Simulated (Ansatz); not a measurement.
Working through a geometry optimisation of C2H10InN, SMILES [CH3][InH-]([CH3])[NH3+]

Program: Ansatz's Python interface.

Notebook, run cell by cell (the value of a cell's last expression is shown):

```python
import warnings

import ansatz as az
import numpy as np

config = {
    'basis_set': 'def2-SVP',
    'xc': 'cam_b3lyp',
}
```

```python
warnings.simplefilter('ignore', az.DeckWarning)

mol = (
    az.Crystal.molecule()
    .atom('C', (-0.8164, 1.4858, -1.0552))
    .atom('In', (-0.4199, -0.0382, 0.3965))
    .atom('C', (1.508, 0.3583, 1.286))
    .atom('N', (-0.2992, -1.8869, -0.5736))
    .atom('H', (-1.0563, 1.0586, -2.0731))
    .atom('H', (-1.7623, 2.1113, -0.742))
    .atom('H', (0.0267, 2.2234, -1.1411))
    .atom('H', (-1.6483, -0.0317, 1.6755))
    .atom('H', (1.9441, 1.3333, 0.9544))
    .atom('H', (1.4358, 0.4192, 2.4258))
    .atom('H', (2.2273, -0.4662, 1.0612))
    .atom('H', (-0.3425, -2.659, 0.153))
    .atom('H', (-1.2663, -1.9785, -1.1912))
    .atom('H', (0.4563, -1.9586, -1.1473))
)

setup = mol.calculation()
setup = setup.basis(gaussian=config['basis_set'])
setup = setup.functional(config['xc'])
symbols = [site.symbol for site in mol.cartesian_sites]
start = np.array([site.position_ang for site in mol.cartesian_sites], dtype=float)
summary = setup.relax(force_tolerance=0.005, max_steps=100).run(threads=1).report
end = np.array(summary['positions_ang'])
```

    

```python
print(f'E = {summary["free_energy_ev"]:.6f} eV = {summary["free_energy_ev"] / 27.211386246:.7f} Ha')
print('converged:', summary['converged'], ' doubts:', summary['published_state_doubts'] or 'none')
```

    E = -8895.319363 eV = -326.8969571 Ha
    converged: True  doubts: none

```python
print('bond        before    after (A)')
for i, j in [(0, 1), (0, 4), (0, 5), (0, 6), (1, 2), (1, 3), (1, 7), (2, 8), (2, 9), (2, 10), (3, 11), (3, 12), (3, 13)]:
    d0, d1 = (np.linalg.norm(xyz[i] - xyz[j]) for xyz in (start, end))
    print(f'{symbols[i]}{i}-{symbols[j]}{j}'.ljust(10), f'{d0:8.4f} {d1:8.4f}')
```

    bond        before    after (A)
    C0-In1       2.1418   2.1834
    C0-H4        1.1297   1.1007
    C0-H5        1.1765   1.1008
    C0-H6        1.1235   1.1008
    In1-C2       2.1599   2.1834
    In1-N3       2.0913   2.4231
    In1-H7       1.7734   1.7490
    C2-H8        1.1184   1.1010
    C2-H9        1.1437   1.1008
    C2-H10       1.1170   1.1009
    N3-H11       1.0611   1.0204
    N3-H12       1.1511   1.0204
    N3-H13       0.9513   1.0205

```python
charges = summary['charge_distribution']
print('dipole moment', round(4.803205 * float(np.linalg.norm(charges['dipole_moment_e_ang'])), 3), 'D')
print('Mulliken:', [(s, round(q, 3)) for s, q in zip(symbols, charges['mulliken_charges_e'])])
with open('c2h10inn_opt.xyz', 'w') as handle:
    handle.write(f'{len(symbols)}\nrelaxed C2H10InN\n')
    handle.writelines(f'{s:2s} {x:11.6f} {y:11.6f} {z:11.6f}\n' for s, (x, y, z) in zip(symbols, end))
```

    dipole moment 4.692 D
    Mulliken: [('C', -0.276), ('In', 0.384), ('C', -0.276), ('N', -0.212), ('H', 0.015), ('H', 0.026), ('H', 0.017), ('H', -0.162), ('H', 0.026), ('H', 0.015), ('H', 0.017), ('H', 0.143), ('H', 0.143), ('H', 0.141)]

`c2h10inn_opt.xyz`, as written:
```text
14
relaxed C2H10InN
C    -0.882095    1.483622   -1.229521
In   -0.485144    0.323946    0.577311
C     1.524655    0.367226    1.429367
N    -0.304366   -1.841248   -0.495486
H    -1.769455    1.114825   -1.766374
H    -1.071905    2.536813   -0.971395
H    -0.025025    1.464598   -1.920096
H    -1.827979   -0.116487    1.607810
H     1.658034    1.271451    2.043112
H     1.712065   -0.499698    2.081392
H     2.297153    0.386190    0.645204
H    -0.124124   -2.575470    0.189846
H    -1.167901   -2.081220   -0.983314
H     0.453086   -1.863749   -1.178956
```

Reading the output:
- Total energies depend on the basis set; only differences at equal settings carry meaning.
- The end point is the stationary point reached from this start; no frequency run checks that it is a minimum, and the basis set is modest.
- def2 sets replace the cores of elements past krypton by effective core potentials.
- Run time: 5.1 min on 1 thread of Arm Neoverse V2, with other jobs on the host, peak memory 0.42 GiB.

(Lines on the test bed's own set-up are left out of the output.)
